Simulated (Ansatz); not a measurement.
# Be3TeSe2: a trial structure relaxed

The task: take a trial cell of Be3TeSe2 to zero force and stress.

Program: Ansatz 0.2.0. Level of theory: DFT PBE, scalar-relativistic, plane waves, PAW. These are calculated values, not measurements.

## (1) The structure to begin with

It takes space group P3m1 (No. 156, trigonal). Conventional cell: a = 4.157 Å, b = 4.157 Å, c = 8.728 Å, α = 90.00°, β = 90.00°, γ = 120.00°. Be (site symmetry 3m) is surrounded by 3 Be at 2.41 Å. Around Be (site symmetry 3m) lie 3 Te at 2.54 Å. Te (site symmetry 3m) is surrounded by 1 Se at 2.34 Å and 3 Be at 2.54 Å. Around Se (site symmetry 3m) lie 3 Se at 2.40 Å. Around Se (site symmetry 3m) lie 1 Te at 2.34 Å and 3 Se at 2.40 Å.

As a file:

```
Be Te Se
1.0
     4.15739    0.00000    0.00000
    -2.07869    3.60040    0.00000
     0.00000    0.00000    8.72811
Be Te Se
3 1 2
Cartesian
  0.0000 0.0000 6.1126
  0.0000 2.4003 3.5091
  2.0787 1.2001 6.3651
  0.0000 0.0000 2.6811
  0.0000 2.4003 0.3284
  0.0000 0.0000 0.3373
```

Recipe of the guess: random cell by space group and Wyckoff sites (P3m1, No. 156). The dimensions are guesses.

## (2) A first look at the guess

Contents of input.yaml:

```yaml
crystal:
  lattice:
    - [4.15738885, 0.0, 0.0]
    - [-2.07869442, 3.60040436, 0.0]
    - [0.0, 0.0, 8.72811375]
  atoms:
    - { symbol: Be, position: [0.0, 0.0, 0.70033884] }
    - { symbol: Be, position: [0.33333333, 0.66666667, 0.40204107] }
    - { symbol: Be, position: [0.66666667, 0.33333333, 0.72926257] }
    - { symbol: Te, position: [0.0, 0.0, 0.30718252] }
    - { symbol: Se, position: [0.33333333, 0.66666667, 0.03762856] }
    - { symbol: Se, position: [0.0, 0.0, 0.03864668] }
basis:
  ecutwfc: 420
kpoints:
  mp_grid: { grid: [6, 6, 2] }
hamiltonian:
  xc: pbe
scf:
  occupations: { method: gaussian, width: 0.1 }
  lower_state_search: "off"
output:
  forces: true
  stress: true
  eigenvalues: true
```

On the command line:

```sh
> ansatz run input.yaml --threads 1 --pin off --max-ram 2560MiB --backend cpu --events-out ev --progress --plain --runs-dir out
```

Further runs follow: rough relaxation on the coarse mesh; relaxation on the finer mesh.

Q: Predict the outcome of this session. Wanted: conventional cell; volume; energy over the elements; gap on the mesh.

**Answer**, as computed:

| quantity | value |
| --- | --- |
| symmetry at the end (tolerance 0.05 Å) | space group P3m1 (No. 156) |
| conventional cell | a = 3.659 Å, b = 3.659 Å, c = 10.938 Å, α = 90.00°, β = 90.00°, γ = 120.00° |
| volume | 21.14 Å³/atom |
| energy over the elements | +0.03 eV/atom |
| gap on the mesh | none (metal) |

**Reading.** The space group P3m1 (No. 156) is kept, and the volume per atom shrinks by 2.9 % from the first guess. The formation energy of this structure is too near zero to say whether it is bound against the elements. No finished test with a distortion of lower symmetry is shown, so the end may be a saddle point. The runs treat Te without spin-orbit coupling. Layers here are held mostly by dispersion, which this level lacks, so their spacing and the stiffness across them are unreliable there.
